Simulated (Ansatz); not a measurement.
# CH₆BClFNSi: a ladder of functionals and wavefunction methods

Aim: compute CH₆BClFNSi with functionals from several rungs and with coupled cluster, and see how far each lands from CCSD(T) at the basis-set limit for the atomisation energy.

The runs use Ansatz 0.2.0, Gaussian basis; functionals in def2-TZVPP, the program's frozen cores in correlated methods.

Levels to be run: PBE-D4, r2SCAN-D4, PBE0-D4, B3LYP-D4, ωB97X-V, ωB97M-V, B2PLYP; CCSD(T)/def2-TZVPP; MP2/def2-QZVPP; extrapolation to the limit.

**1. The geometry**

All runs share one geometry, relaxed beforehand with PBE0-D4 in a triple-zeta def2 set.

SMILES `CNB(F)[SiH2]Cl`, 12 atoms, charge 0, spin multiplicity 1.

Atoms are counted from 1 here; the program's logs count them from 0.

Bond lengths: C1–N2 1.447 Å, C1–H7 1.089 Å, C1–H8 1.093 Å, C1–H9 1.093 Å, N2–B3 1.385 Å, N2–H10 1.009 Å, B3–F4 1.345 Å, B3–Si5 2.024 Å, Si5–Cl6 2.080 Å, Si5–H11 1.486 Å, Si5–H12 1.486 Å. Angles: N2–C1–H7 109.3°, N2–C1–H8 111.2°, N2–C1–H9 111.2°, H7–C1–H8 108.3°, H7–C1–H9 108.3°, H8–C1–H9 108.3°, C1–N2–B3 126.8°, C1–N2–H10 115.4°, B3–N2–H10 117.8°, N2–B3–F4 119.8°, N2–B3–Si5 120.3°, F4–B3–Si5 119.9°, B3–Si5–Cl6 107.4°, B3–Si5–H11 113.6°, B3–Si5–H12 113.6°, Cl6–Si5–H11 106.9°, Cl6–Si5–H12 106.9°, H11–Si5–H12 108.1°.

**2. PBE-D4 (GGA)**

Contents of in.yaml:

```yaml
crystal:
  periodic: [false, false, false]
  atoms:
    - {symbol: C, position_ang: [-1.796078, 0.407678, -1.059903]}
    - {symbol: N, position_ang: [-0.598016, 0.407789, -0.249091]}
    - {symbol: B, position_ang: [0.274990, -0.650823, -0.059606]}
    - {symbol: F, position_ang: [0.039339, -1.828119, -0.665247]}
    - {symbol: Si, position_ang: [1.903803, -0.433919, 1.122696]}
    - {symbol: Cl, position_ang: [1.884287, 1.512881, 1.854450]}
    - {symbol: H, position_ang: [-1.923354, -0.573506, -1.514918]}
    - {symbol: H, position_ang: [-2.681785, 0.624730, -0.456669]}
    - {symbol: H, position_ang: [-1.733137, 1.151772, -1.858581]}
    - {symbol: H, position_ang: [-0.391870, 1.276753, 0.219407]}
    - {symbol: H, position_ang: [3.190009, -0.611361, 0.400635]}
    - {symbol: H, position_ang: [1.908612, -1.338975, 2.300827]}
basis:
  gaussian: {orbitals: def2-TZVPP}
hamiltonian: {xc: pbe, dispersion: d4}
output: {forces: true, orbitals: {seedname: orbitals}}
```

Command:

```sh
$ ansatz run in.yaml --threads 2 --pin off --events-out ev --progress --plain --max-ram 20480MiB --backend cuda --devices 0, --max-vram 18GiB
```

After this run come: r2SCAN-D4 (meta-GGA); PBE0-D4 (hybrid); B3LYP-D4 (hybrid); ωB97X-V (range-separated); ωB97M-V (range-separated); B2PLYP (double hybrid); CCSD(T) in def2-TZVPP; MP2 in def2-QZVPP.

**Question.** What will the summary of the whole plan be? Wanted: atomisation energy, CCSD(T)/CBS; farthest; mean size of error, hybrid; mean size of error, range-separated; gap, smallest and largest; T1 diagnostic; triples share of the correlation energy.

The runs gave:

| quantity | value |
| --- | --- |
| atomisation energy, CCSD(T)/CBS | 46.358 eV |
| functionals within 0.232 eV (0.5 %) | r2SCAN-D4, PBE0-D4, B3LYP-D4 |
| farthest | PBE-D4 (+0.942 eV) |
| mean size of error, hybrid | 0.155 eV |
| mean size of error, range-separated | 0.301 eV |
| gap, smallest and largest | 5.56 eV (PBE-D4), 12.34 eV (ωB97X-V) |
| T1 diagnostic | 0.0119 |
| triples share of the correlation energy | 3.6 % |

**Reading.** PBE-D4 misses by +0.942 eV. Double hybrids carry the basis error of their MP2 part in triple zeta, and no dispersion term here, so their miss is partly the set-up's. The reference freezes the cores and leaves out relativity and excitations past (T), so misses under about 0.232 eV can't be ranked. Hartree-Fock recovers 74 % of the binding; the rest is correlation. The gap grows from 5.6 to 12.3 eV across the functionals, mostly with the share of exact exchange.
